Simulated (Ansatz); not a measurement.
# C2H5FGa radical: basis-set convergence

One table from this session's results is given with a row withheld; the runs are named, their logs left out.

Computed with Ansatz 0.2.0, Gaussian basis. Level: one geometry, several basis sets.

Plan: PBE0-D4/def2-SVP; ωB97M-V/def2-SVP; PBE0-D4/def2-QZVPP; ωB97M-V/def2-QZVPP; the functionals' def2-TZVPP values are taken from earlier runs.

## The geometry

All runs share one geometry, relaxed beforehand with PBE0-D4 in a triple-zeta def2 set.

9 atoms, charge 0, spin multiplicity 2.

Atoms are counted from 1 here; the program's logs count them from 0.

Bond lengths: C1–Ga2 1.925 Å, C1–H5 1.086 Å, C1–H6 1.086 Å, Ga2–C3 1.948 Å, Ga2–F4 1.771 Å, C3–H7 1.092 Å, C3–H8 1.092 Å, C3–H9 1.090 Å. Angles: Ga2–C1–H5 123.8°, Ga2–C1–H6 121.8°, H5–C1–H6 114.5°, C1–Ga2–C3 133.8°, C1–Ga2–F4 112.0°, C3–Ga2–F4 114.1°, Ga2–C3–H7 109.6°, Ga2–C3–H8 109.5°, Ga2–C3–H9 112.2°, H7–C3–H8 107.5°, H7–C3–H9 109.0°, H8–C3–H9 108.9°.

The first run:

Input file in.yaml:

```yaml
crystal:
  periodic: [false, false, false]
  atoms:
    - {symbol: C, position_ang: [-1.145911, 1.625748, -0.048996]}
    - {symbol: Ga, position_ang: [-0.469060, -0.161372, 0.179024]}
    - {symbol: C, position_ang: [1.261022, -0.999770, -0.137827]}
    - {symbol: F, position_ang: [-1.701209, -1.262167, 0.816003]}
    - {symbol: H, position_ang: [-0.551936, 2.452607, -0.427680]}
    - {symbol: H, position_ang: [-2.171549, 1.884417, 0.197508]}
    - {symbol: H, position_ang: [1.139342, -1.841620, -0.822544]}
    - {symbol: H, position_ang: [1.652524, -1.395022, 0.801996]}
    - {symbol: H, position_ang: [1.986766, -0.302810, -0.557475]}
basis:
  gaussian: {orbitals: def2-SVP}
magnetization: {spin_polarized: true, initial_magnetization: 1}
hamiltonian: {xc: pbe0, dispersion: d4}
output: {orbitals: {seedname: orbitals}}
```

The run is started by

```bash
ansatz run in.yaml --threads 4 --pin off --events-out ev --progress --plain --max-ram 10444MiB
```

Among the steps run: PBE0-D4 in def2-SVP; ωB97M-V in def2-SVP; PBE0-D4 in def2-QZVPP; ωB97M-V in def2-QZVPP.

One of the session's tables, all rows but one given; the rest of the session is left out.

It belongs to the step «Functionals by basis». 

```
functional       basis  HOMO (eV)  LUMO (eV)
   PBE0-D4    def2-SVP      -7.36      -2.76
   PBE0-D4  def2-TZVPP      -7.43      -2.89
   PBE0-D4  def2-QZVPP      -7.45      -2.92
   ωB97M-V    def2-SVP      -9.37      -0.88
   ωB97M-V  def2-TZVPP      -9.45      -1.10
   ωB97M-V  def2-QZVPP          ?          ?
```

Q: Estimate the row for ωB97M-V, def2-QZVPP from the others.

The run gave: HOMO (eV): -9.46; LUMO (eV): -1.19. In the column «HOMO (eV)» it is the lowest.
